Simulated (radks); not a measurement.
# W in [Xe] 4f14 5d4 6s2: an all-electron calculation

The task here is to estimate one member of a computed series from the others.

Program: radks (a radial shooting solver on a logarithmic mesh, Libxc functionals) version 1. Level of theory: scalar-relativistic Kohn-Sham, PBE, spin-unpolarised, spherical densities, finite nucleus. These are calculated values, not measurements, unless marked.

**Starting point**

* element: tungsten (Z = 74)
* charge: 0
* electrons: 74
* configuration: [Xe] 4f14 5d4 6s2
* nuclear rms radius: 5.3658 fm

The outer shells:

W
```
[Xe] core
4f [↑↓][↑↓][↑↓][↑↓][↑↓][↑↓][↑↓]
5d [↑ ][↑ ][↑ ][↑ ][  ]
6s [↑↓]
```

The first run:

Input:

```text
Z 74
configuration [Xe] 4f14 5d4 6s2 6p0 7s0 5f0 6d0
relativity scalar-relativistic
functional pbe,pbe
spin unpolarised
nucleus finite rms 5.3658 fm
c 137.035999084
```

One table of the session follows, with a row left open; its other results are not shown here.

From the orbitals of this run (lengths in bohr):

```
level      <r>  outermost maximum (interpolated)  90 % within  nodes
   1s  0.01835                            0.0115       0.0334      0
   2s  0.07758                            0.0657        0.120      1
   2p  0.06944                            0.0539        0.113      0
   3s   0.2011                             0.185        0.295      2
   3p   0.2013                             0.183        0.301      1
   3d   0.1824                             0.149        0.283      0
   4s   0.4496                             0.421        0.645      3
   4p   0.4780                             0.441        0.695      2
   4d   0.5113                             0.452        0.766      1
   5s    1.067                             0.962         1.53      4
   5p    1.249                              1.09         1.83      3
   4f   0.6078                             0.429         1.01      0
   6s        ?                                 ?            ?      ?
   5d    2.074                              1.49         3.36      2
   6p    4.841                              3.74         7.52      4
```

**Question.** Estimate the row for 6s.

**Answer.** <r>: 3.177; outermost maximum (interpolated): 2.66; 90 % within: 4.73; nodes: 5. In the column «<r>» it lies between 5d (2.074) and 6p (4.841).

Limits of these values: Spin polarisation and multiplet splitting are left out.
